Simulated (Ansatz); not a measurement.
# CH₃FZn: taking an electron away

The task here is to estimate one member of a computed series from the others.

Method: unrestricted cation, the program's frozen cores in correlated methods; program: Ansatz 0.2.0, Gaussian basis.

Levels to be run: UKS PBE-D4/def2-TZVPP; UKS r2SCAN-D4/def2-TZVPP; UKS PBE0-D4/def2-TZVPP; UKS B3LYP-D4/def2-TZVPP; UKS wB97X-V/def2-TZVPP; UKS wB97M-V/def2-TZVPP; UKS B2PLYP (frozen core with 3s3p of Cu, Zn)/def2-TZVPP; UHF-CCSD(T) with 3s3p of Cu, Zn/def2-TZVPP; UHF-MP2 with 3s3p of Cu, Zn/def2-QZVPP; extrapolation to the limit; then −ε(HOMO) from the neutral's earlier runs with LDA (SPW92), PBE-D4, revPBE-D4, BLYP-D4, r2SCAN-D4, B97M-V, PBE0-D4, B3LYP-D4, r2SCANh-D4, r2SCAN0-D4, HSE06-D4, BHLYP-D4, CAM-B3LYP-D4, LC-ωPBE, ωB97X-V, ωB97M-V.

**The geometry**

An earlier PBE0-D4 in a triple-zeta def2 set relaxation fixed the geometry.

SMILES `[CH3][Zn][F]`, 6 atoms, charge 0, spin multiplicity 1.

Atoms are counted from 1 here; the program's logs count them from 0.

Bond lengths: C1–Zn2 1.913 Å, C1–H4 1.091 Å, C1–H5 1.091 Å, C1–H6 1.091 Å, Zn2–F3 1.755 Å. Angles: Zn2–C1–H4 110.3°, Zn2–C1–H5 110.3°, Zn2–C1–H6 110.3°, H4–C1–H5 108.6°, H4–C1–H6 108.6°, H5–C1–H6 108.6°, C1–Zn2–F3 180.0°.

Set-up of the first run:

File in.yaml:

```yaml
crystal:
  periodic: [false, false, false]
  atoms:
    - {symbol: C, position_ang: [0.465662, -0.419566, 0.405726]}
    - {symbol: Zn, position_ang: [-0.719123, 0.636673, -0.662249]}
    - {symbol: F, position_ang: [-1.805796, 1.605437, -1.641780]}
    - {symbol: H, position_ang: [0.041561, -1.410734, 0.575066]}
    - {symbol: H, position_ang: [1.428114, -0.533812, -0.095858]}
    - {symbol: H, position_ang: [0.631682, 0.057901, 1.372894]}
basis:
  gaussian: {orbitals: def2-TZVPP}
total_charge: 1
magnetization: {spin_polarized: true, initial_magnetization: 1}
hamiltonian: {xc: pbe, dispersion: d4}
```

The run is started by

```console
$ ansatz run in.yaml --threads 4 --pin off --events-out ev --progress --plain --max-ram 10444MiB
```

Among the steps run: Cation, UKS PBE-D4/def2-TZVPP; Cation, UKS r2SCAN-D4/def2-TZVPP; Cation, UKS PBE0-D4/def2-TZVPP; Cation, UKS B3LYP-D4/def2-TZVPP; Cation, UKS wB97X-V/def2-TZVPP; Cation, UKS wB97M-V/def2-TZVPP; Cation, UKS B2PLYP (frozen core with 3s3p of Cu, Zn)/def2-TZVPP; Cation, UHF-CCSD(T) with 3s3p of Cu, Zn/def2-TZVPP; Cation, UHF-MP2 with 3s3p of Cu, Zn/def2-QZVPP.

One table of the session follows, with a row left open; its other results are not shown here.

For comparison, −ε(HOMO) of the neutral from earlier runs:

```
  functional  −ε(HOMO) (eV)
 LDA (SPW92)           7.89
      PBE-D4           7.63
   revPBE-D4           7.53
     BLYP-D4           7.52
   r2SCAN-D4           7.84
      B97M-V           7.82
     PBE0-D4           8.78
    B3LYP-D4           8.61
  r2SCANh-D4           8.28
  r2SCAN0-D4           8.94
    HSE06-D4           8.37
    BHLYP-D4           9.86
CAM-B3LYP-D4          10.20
     LC-ωPBE          11.56
     ωB97X-V          11.14
     ωB97M-V              ?
```

**Question.** Estimate the row for ωB97M-V.

**Answer.** −ε(HOMO) (eV): 11.04. In the column «−ε(HOMO) (eV)» it lies between CAM-B3LYP-D4 (10.20) and ωB97X-V (11.14).
